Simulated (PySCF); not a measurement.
# How the numerical set-up moves the result for Cl⁻

Aim: see how much the energy and properties of Cl⁻ depend on the numerical set-up.

The runs use PySCF 2.14.0; each script names its method and basis.

1 further run of the same task is left out (it didn't finish).

## Step 1: The atom

Cl⁻: 1 atom, charge -1, spin multiplicity 1.

## Step 2: The run that the others are compared with

The input, input.py:

```python
from pyscf import gto, scf, cc

mol = gto.M(
    atom='Cl 0 0 0',
    basis='def2-tzvpp',
    charge=-1,
    spin=0,
    symmetry=True,
    verbose=4,
)
mf = scf.UHF(mol)
mf = mf.density_fit(auxbasis='def2-universal-jkfit')
mf.kernel()
mycc = cc.CCSD(mf, frozen=5)
mycc.kernel()
mycc.ccsd_t()
mf.dip_moment()
print('orbital energies (hartree):', [e[max(0, n-3):n+3].round(4) for e, n in zip(mf.mo_energy, mol.nelec)])
```

On the command line:

```sh
$ python input.py
```

The log of this run is left out.

Base result: E(SCF) = -459.555650 Eh, 6 cycles, E(CCSD) − E(SCF) = -0.21528 Eh, (T) = -0.00738 Eh.

## Step 3: Density fitting none

Edit 1 changes density fitting: def2-universal-jkfit → none.

The input, input.py:

```python
from pyscf import gto, scf, cc

mol = gto.M(
    atom='Cl 0 0 0',
    basis='def2-tzvpp',
    charge=-1,
    spin=0,
    symmetry=True,
    verbose=4,
)
mf = scf.UHF(mol)
mf.kernel()
mycc = cc.CCSD(mf, frozen=5)
mycc.kernel()
mycc.ccsd_t()
mf.dip_moment()
print('orbital energies (hartree):', [e[max(0, n-3):n+3].round(4) for e, n in zip(mf.mo_energy, mol.nelec)])
```

On the command line:

```sh
$ python input.py
```

## Step 4: Density fitting weigend

Edit 2 changes density fitting: def2-universal-jkfit → weigend.

input.py: that of step 2 with these lines changed.

```diff
@@ -11,3 +11,3 @@
 mf = scf.UHF(mol)
-mf = mf.density_fit(auxbasis='def2-universal-jkfit')
+mf = mf.density_fit(auxbasis='weigend')
 mf.kernel()
```

## Step 5: 6-31g*

Edit 3 changes basis set: def2-tzvpp → 6-31g*.

input.py: that of step 2 with these lines changed.

```diff
@@ -4,3 +4,3 @@
     atom='Cl 0 0 0',
-    basis='def2-tzvpp',
+    basis='6-31g*',
     charge=-1,
```

What does the calculation give? Wanted: for each run, E(SCF); from base; gap; after the SCF.

**Answer**, as computed:

| run | E(SCF) (hartree) | from base (eV) | cycles | gap (eV) | functions | after the SCF |
| --- | --- | --- | --- | --- | --- | --- |
| base | -459.555650 | 0 | 6 | 24.66 | 42 | CCSD(T) correlation -6.059 eV, core frozen |
| density fitting none | -459.555622 | +0.0007 | 6 | 24.67 | 42 | CCSD(T) correlation -6.043 eV, core frozen |
| density fitting weigend | -457.426330 | +57.9417 | 6 | 24.72 | 42 | CCSD(T) correlation -6.046 eV, core frozen |
| 6-31g* | -459.524563 | +0.8459 | 6 | 26.03 | 18 | CCSD(T) correlation -3.784 eV, core frozen |

In words: Of the runs whose energies can be compared, “density fitting weigend” moves the SCF energy most (+57.942 eV). 6-31g* (18 functions) gives an energy 0.85 eV higher than def2-tzvpp (42).
